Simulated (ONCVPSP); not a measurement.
# An ONCV potential for thulium, from input to tests

Aim: build the potential from the settings below, then test how well it stands in for the atom: other configurations, scattering, ghost states and the plane-wave cutoff that it needs.

Program: ONCVPSP 4.0.1. Reference atom: PBEsol, scalar-relativistic, spherical and spin-unpolarised. All values are calculated.

## 1. The atom and the settings

The settings as typed:

| Property | Result |
| --- | --- |
| element | thulium (Tm, Z = 69) |
| type | optimised norm-conserving Vanderbilt (ONCV) |
| frozen core | [Kr] 4d10 |
| valence charge | 23 |
| reference configuration | 4f13 5s2 5p6 6s2 |
| partial waves | 5s+6s: rc 2.25 bohr, ncon 4, nbas 7, qcut 5 1/bohr, 2 projectors; 5p: rc 2.10 bohr, ncon 3, nbas 8, qcut 6.3 1/bohr, 3 projectors, debl 0.7 Ha; d scattering state at 0.22 Ha: rc 1.75 bohr, ncon 3, nbas 8, qcut 4.9 1/bohr, 2 projectors, debl 2.2 Ha; 4f: rc 0.70 bohr, ncon 3, nbas 8, qcut 27.3 1/bohr, 1 projector |
| local potential | polynomial inside 0.60 bohr (lpopt 5, dvloc0 -1 Ha) |
| core correction | Teter function fitted to the true core (icmod 2), fcfact 0.75 |

The outer shells as boxes (Hund's rule for the drawing; the calculation is spin-unpolarised):

```
[Kr] core
4d [↑↓][↑↓][↑↓][↑↓][↑↓]
4f [↑↓][↑↓][↑↓][↑↓][↑↓][↑↓][↑ ]
5s [↑↓]
5p [↑↓][↑↓][↑↓]
6s [↑↓]
```

An earlier all-electron run gives the scale for the radii.

All-electron outer shells of the reference configuration (PBEsol, scalar-relativistic, ld1.x):

```json
{"shell": "5s", "level (eV)": "-53.42", "outermost node (bohr)": "0.59", "outermost maximum (bohr)": "1.10"}
{"shell": "5p", "level (eV)": "-26.94", "outermost node (bohr)": "0.64", "outermost maximum (bohr)": "1.26"}
{"shell": "6s", "level (eV)": "-3.89", "outermost node (bohr)": "1.49", "outermost maximum (bohr)": "3.33"}
{"shell": "4f", "level (eV)": "-3.14", "outermost node (bohr)": "–", "outermost maximum (bohr)": "0.50"}
{"shell": "6p", "level (eV)": "-1.10", "outermost node (bohr)": "1.84", "outermost maximum (bohr)": "4.67"}
{"shell": "5d", "level (eV)": "-0.80", "outermost node (bohr)": "0.72", "outermost maximum (bohr)": "2.10"}
```

## 2. Generating the potential

The input, Tm.dat:

```
# ATOM AND REFERENCE CONFIGURATION
# atsym  z   nc   nv     iexc    psfile
  Tm 69.00    9    4  -116133      upf
#
#   n    l    f
    1    0    2.00
    2    0    2.00
    2    1    6.00
    3    0    2.00
    3    1    6.00
    3    2   10.00
    4    0    2.00
    4    1    6.00
    4    2   10.00
    4    3   13.00
    5    0    2.00
    5    1    6.00
    6    0    2.00
#
# PSEUDOPOTENTIAL AND OPTIMIZATION
# lmax
    3
#
#   l,   rc,      ep,       ncon, nbas, qcut
    0    2.25    0.00    4    7    5.00
    1    2.10    0.00    3    8    6.30
    2    1.75    0.22    3    8    4.90
    3    0.70    0.00    3    8   27.30
#
# LOCAL POTENTIAL
# lloc, lpopt,  rc(5),   dvloc0
    4    5    0.60   -1.00
#
# VANDERBILT-KLEINMAN-BYLANDER PROJECTORs
# l, nproj, debl
    0    2    0.80
    1    3    0.70
    2    2    2.20
    3    1    2.20
#
# MODEL CORE CHARGE
# icmod, fcfact, rcfact
    2    0.75    0.80
#
# LOG DERIVATIVE ANALYSIS
# epsh1, epsh2, depsh
   -3.00    5.00    0.02
#
# OUTPUT GRID
# rlmax, drl
    6.00    0.01
#
# TEST CONFIGURATIONS
# ncnf
    4
# nvcnf
#   n    l    f
    4
    4    3   13.00
    5    0    2.00
    5    1    6.00
    6    0    1.00
#
    4
    4    3   13.00
    5    0    2.00
    5    1    6.00
    6    0    0.00
#
    4
    4    3   12.00
    5    0    2.00
    5    1    6.00
    6    0    0.00
#
    5
    4    3   13.00
    5    0    2.00
    5    1    6.00
    6    0    0.00
    6    1    1.00
#
```

Launch:

```
$ oncvpsp.x < Tm.dat > Tm.out
```

**Question.** What will these runs give? Wanted: cutoffs for 1 and 0.1 mHa per electron, occupied waves; bound ghosts; GHOST(+) flags; largest miss of a reference level; largest phase difference near zero energy, channels read; rms error of d²Exc/dn², without and with the model core; projector energies reset by the program.

As calculated:

| quantity | value |
| --- | --- |
| cutoffs for 1 and 0.1 mHa per electron, occupied waves | 286 Ha and 564 Ha |
| bound ghosts | s at -755.42 eV, p at -267.45 eV |
| GHOST(+) flags | s at 56 eV, d at 41 eV, f at -1 eV |
| largest miss of a reference level | 11 meV (4f) |
| largest phase difference near zero energy, channels read | 0.003 rad |
| rms error of d²Exc/dn², without and with the model core | 5.90 and 2.03 mHa |
| projector energies reset by the program | p: -0.990, 0.250, 0.950 Ha; d: 0.050, 2.250 Ha |

A bound ghost (s, p) makes it unfit for use: electrons can fall into a state that the atom doesn't have. The potential is very hard: the looser tolerance needs 286 Ha. At the looser tolerance the 4f wave is the slowest; 5p needs 8 Ha. Near zero energy the phases of the channels with partial waves agree within 0.003 rad. The program also flags highly localised states, GHOST(+) (s, d, f).
